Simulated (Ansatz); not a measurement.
RbMgSbO₃, space group R3m: a scan of the energy under strain, run with the Python package of Ansatz (0.2.0).

`rbmgsbo3.py`:
```python
'''A biaxial strain scan of RbMgSbO3.'''

import ansatz as az
import numpy as np
from tabulate import tabulate

VECTORS = np.array([
    [3.14300845, 1.81461677, 3.76959427],
    [-3.14300845, 1.81461677, 3.76959427],
    [0.0, -3.62923355, 3.76959427],
])
SITES = [
    ('Rb', (0.89527809, 0.89527809, 0.89527809)),
    ('Mg', (0.31853923, 0.31853923, 0.31853923)),
    ('Sb', (0.57012762, 0.57012762, 0.57012762)),
    ('O', (0.49464547, 0.49464548, 0.96726023)),
    ('O', (0.96726023, 0.49464547, 0.49464548)),
    ('O', (0.49464547, 0.96726023, 0.49464548)),
]


def crystal_on(cell):
    crystal = az.Crystal(lattice=az.Lattice.of(cell))
    for symbol, position in SITES:
        crystal = crystal.atom(symbol, position)
    return crystal


def main() -> None:
    # clamped ions: the fractional positions stay as typed
    values = np.linspace(-0.05, 0.05, 5)
    energies = []
    for d in values:
        strain = np.diag([d, d, 0])
        cell = VECTORS @ (np.eye(3) + strain)
        base = (
            crystal_on(cell).calculation()
            .functional('revpbe')
            .basis(380)
            .accuracy('medium')
            .eigensolver('auto', mixed_precision=False)
            .scf(tolerance=1e-05, lower_state_search='light')
            .occupations('fermi_dirac', width=0.05)
            .kpoints(4, 4, 4)
            .stress()
        )
        r = base.run(threads=1).report
        energies.append(r['free_energy_ev'] / len(SITES))
        s = r['stress_gpa']
        print(f'd = {d:+.4f}  stress xx yy zz xy (GPa, compression positive): {s[0][0]:8.3f} {s[1][1]:8.3f} {s[2][2]:8.3f} {s[0][1]:8.3f}')
    energies = np.array(energies)

    print(tabulate(zip(values, 1000 * (energies - energies.min())), headers=['strain', 'dE (meV/atom)'], floatfmt='.3f'))
    curvature = 2 * np.polyfit(values, energies, 3)[1]
    volume = abs(np.linalg.det(VECTORS)) / len(SITES)
    print(f'd2E/dd2 over the volume: {curvature / volume * 160.21766:.1f} GPa')


if __name__ == '__main__':
    main()
```

How much energy does this biaxial strain cost, and what curvature follows?

Against the unstrained cell the energy per atom changes by +109.11 meV at one end of the scan and +38.90 meV at the other, and its second derivative over the volume is 441.4 GPa.

The output:

`python rbmgsbo3.py` gives:
```text
DeckWarning: basis.ecutwfc = 380 eV is below the records' recommended 420 eV, and the density's cutoff is lower with it unless basis.ecutrho_ratio is high enough to keep the records' density cutoff: compare with a run at a higher cutoff
DeckWarning: output.stress: scf.convergence.dr2_threshold = 1e-5 eV is looser than the 6e-10 eV advised for a printed stress (1e-10 eV for each atom of the cell: 6). What an SCF threshold leaves in a [...]
d = -0.0500  stress xx yy zz xy (GPa, compression positive):   16.148   16.148    7.919    0.000
d = -0.0250  stress xx yy zz xy (GPa, compression positive):    8.119    8.119    5.435    0.000
d = +0.0000  stress xx yy zz xy (GPa, compression positive):    1.861    1.861    3.562    0.000
d = +0.0250  stress xx yy zz xy (GPa, compression positive):   -2.977   -2.977    2.172    0.000
d = +0.0500  stress xx yy zz xy (GPa, compression positive):   -6.688   -6.688    1.146   -0.000
  strain    dE (meV/atom)
--------  ---------------
  -0.050          109.112
  -0.025           32.261
   0.000            0.000
   0.025            4.630
   0.050           38.899
d2E/dd2 over the volume: 441.4 GPa
```
(Warnings from the package without file and line, shortened.)

What to keep in mind:
- The settings weren't tested for convergence.
- The cutoff lies under the one recommended for these potentials.
- Under the recommended cutoff a pressure can be off by several GPa, even in sign.
- The curvature belongs to this strain pattern and to the cell's stress; it equals a single elastic constant only for simple patterns.
- The structure comes from a database of computed cells and needn't be a stable or known phase.
- The ions keep their fractional positions (clamped ions).
- Wall time of the script: 17 s on 1 thread of Arm Neoverse V2 (shared host), peak memory 0.42 GiB.
